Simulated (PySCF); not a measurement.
# C3H9SSb (SbMe2(SMe)): the cost of one run

Programs: PySCF 2.14.0, with routines of our own; each step states its level. All values are computed. Atoms count from 0.

### Step 1. The system as given

14 atoms, charge 0, multiplicity 1; geometry from: GFN2-xTB.

### Step 2. Optimising the geometry at PBE0-D3(BJ)/def2-SVP

What the job is given:

```
{"job": {"xc": "PBE0", "basis": "def2-SVP", "d3": "d3bj", "grid": 1, "maxiter": 30, "shake": 0.03, "kind": "geom"}, "charge": 0, "multiplicity": 1}
Sb     0.420430     0.410020     0.800990
C      2.115030     0.424390    -0.470750
H      2.733440    -0.364430    -0.168310
H      2.749030     1.394190    -0.399600
H      1.822160     0.242200    -1.522340
C     -0.593100     2.026770    -0.449590
H     -1.554910     2.214400    -0.084130
H     -0.583260     1.671170    -1.480360
H      0.004770     2.935580    -0.338960
S     -0.696510    -1.363740    -0.398440
C     -1.483880    -2.283560     0.967180
H     -0.678820    -2.605180     1.659480
H     -2.032490    -3.102500     0.465430
H     -2.241320    -1.643110     1.462620
```

The run is started by

```console
OMP_NUM_THREADS=1 python heavy_run.py task.json out
```

The driver reads the jobs from task.json and runs them one after another.

Q: Estimate the wall time and peak memory of this first job on 1 thread of Arm Neoverse V2, shared host.

About 77 s, with a peak of 0.48 GiB.
